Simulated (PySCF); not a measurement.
# C3H6O2Si: the cost of one run

Programs: PySCF 2.14.0, with density-fitted response routines of our own. Each step states its level of theory. These are calculated values for one molecule in the gas phase, unless marked as measured. Atoms are numbered from 0 throughout.

## (1) The starting structure

12 atoms, charge 0, multiplicity 1; geometry from: GFN2-xTB. The atoms were then displaced at random by about 0.01 Å, so the start is not that level's minimum.

Bonds of the start (Å): O0–C1 1.18, C1–C2 1.44, C2–C3 1.38, C3–O4 1.29, O4–Si5 1.65, C1–H6 1.10, C2–H7 1.08, C3–H8 1.09, Si5–H9 1.47, Si5–H10 1.46, Si5–H11 1.46.

## (2) Geometry optimisation at PBE0-D3(BJ)/def2-SVP

The job: settings as JSON, then the geometry in Å.

```
{"job": {"xc": "PBE0", "basis": "def2-SVP", "d3": "d3bj", "grid": 1, "shake": 0.01, "kind": "geom"}, "charge": 0, "multiplicity": 1}
O     -2.906430     0.384630    -0.837360
C     -2.517860    -0.669680    -0.479500
C     -1.177650    -0.946540    -0.045720
C     -0.208440     0.038760    -0.007730
O      0.996940    -0.140180     0.400600
Si     2.355210     0.789240     0.358380
H     -3.170290    -1.550010    -0.455630
H     -0.892370    -1.943570     0.259700
H     -0.530260     1.041150    -0.301140
H      3.024110     0.316050     1.575420
H      2.010990     2.203110     0.398600
H      3.055740     0.448750    -0.874640
```

The run is started by

```bash
$ OMP_NUM_THREADS=1 python probes_run.py task.json out
```

One launch serves the whole session: the jobs run in the order shown.

Q: Estimate the wall time and peak memory of this first job on 1 thread of Arm Neoverse V1, shared host.

About 59 s, with a peak of 0.5 GiB.
